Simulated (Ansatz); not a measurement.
# Nb2SnTe3: the cost of one run

Program: Ansatz 0.2.0. Level of theory: DFT PBE, scalar-relativistic, plane waves, PAW. These are calculated values, not measurements.

## 1. The starting structure

The structure is orthorhombic, space group Cmmm (No. 65). The conventional cell has a = 6.105 Å, b = 10.230 Å, c = 4.794 Å, α = 90.00°, β = 90.00°, γ = 90.00°. Nb (site symmetry 2/m) has 6 Te at 2.98 to 2.99 Å and 2 Nb at 3.05 Å in its first shell of neighbours. Around Sn (site symmetry mmm) lie 10 Te at 3.46 to 3.88 Å and 8 Nb at 3.82 Å. Te (site symmetry m2m) is surrounded by 5 Te at 2.90 to 3.56 Å and 4 Nb at 2.99 Å and 3 Sn at 3.46 to 3.48 Å. Te (site symmetry mmm) has 4 Te at 2.90 Å and 4 Nb at 2.98 Å and 4 Sn at 3.88 Å in its first shell of neighbours.

Coordinates:

```
CELL_PARAMETERS angstrom
3.05257 -5.11478 0.00000
3.05257 5.11478 0.00000
0.00000 0.00000 4.79401
ATOMIC_POSITIONS crystal
Nb 0.00000 0.50000 0.50000
Nb 0.50000 0.00000 0.50000
Sn 0.50000 0.50000 0.00000
Te 0.16013 0.83987 0.00000
Te 0.83987 0.16013 0.00000
Te 0.00000 0.00000 0.50000
```

Recipe of the guess: species swapped into a database cell of CeGa2Cu3 (Cmmm, No. 65), with Sn on the Ce sites, Nb on the Ga sites and Te on the Cu sites. Its size is a rough estimate.

## 2. Probe: one point on a coarse mesh

File input.yaml:

```yaml
crystal:
  lattice:
    - [3.05257038, -5.11478025, 0.0]
    - [3.05257038, 5.11478025, 0.0]
    - [0.0, 0.0, 4.79400706]
  atoms:
    - { symbol: Nb, position: [0.0, 0.5, 0.5] }
    - { symbol: Nb, position: [0.5, 0.0, 0.5] }
    - { symbol: Sn, position: [0.5, 0.5, 0.0] }
    - { symbol: Te, position: [0.1601293, 0.8398707, 0.0] }
    - { symbol: Te, position: [0.8398707, 0.1601293, 0.0] }
    - { symbol: Te, position: [0.0, 0.0, 0.5] }
basis:
  ecutwfc: 420
kpoints:
  mp_grid: { grid: [4, 4, 4] }
hamiltonian:
  xc: pbe
scf:
  occupations: { method: gaussian, width: 0.1 }
  lower_state_search: "off"
output:
  forces: true
  stress: true
  eigenvalues: true
```

On the command line:

```
> ansatz run input.yaml --threads 1 --pin off --max-ram 2560MiB --backend cpu --events-out ev --progress --plain --runs-dir out
```

**Question.** How long does this run take on 1 thread of Arm Neoverse V1, shared host, and how much memory does it need?

About 11 s, with a peak of 0.47 GiB.
